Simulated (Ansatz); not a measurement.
The system is BaH4.

```xyz
5
Lattice="2.2908 1.3226 3.5362 -2.2908 1.3226 3.5362 0.0000 -2.6452 3.5362" Properties=species:S:1:pos:R:3 pbc="T T T"
Ba    0.0000    0.0000    0.0000
H     0.0000    0.0000    7.8597
H     0.0000    0.0000    2.7490
H     0.0000    0.0000    4.9192
H     0.0000    0.0000    5.6896
```

The cell was built by a generator and needn't be a form met in nature.

Base run:

```yaml
Program: Ansatz 0.2.0
Functional: LDA
Potentials_or_basis: Ansatz PAW
Cutoff: 420 eV
Density_cutoff: 1680 eV
k_mesh: 5 × 5 × 5
Occupations: fermi-dirac, width 0.05 eV
Spin: no spin polarisation
```

Its results: band gap on the k mesh 2.44 eV, indirect (least direct gap 2.89 eV); pressure -2.7 GPa; largest force 0.772 eV/Å.

Q: The run is repeated on the same cell with these changes: functional from LDA to revPBE. What comes out?

A: Band gap on the k mesh 2.86 eV, indirect (least direct gap 3.28 eV); pressure 1.1 GPa; largest force 0.211 eV/Å.

revPBE binds less tightly than LDA, so the same cell stands under more pressure.

Caveats: the k mesh misses the band edges, so the gap on the mesh is wider than the one along the path; spin-orbit coupling is left out, which moves the levels of the heavy elements; the PAW data sets come from PBE, with cores solved anew for the run's functional, which leaves a small shift of forces and pressure; the potentials were made for another functional, which shifts forces and pressure (some runs).

Not every run made on this cell is shown here.
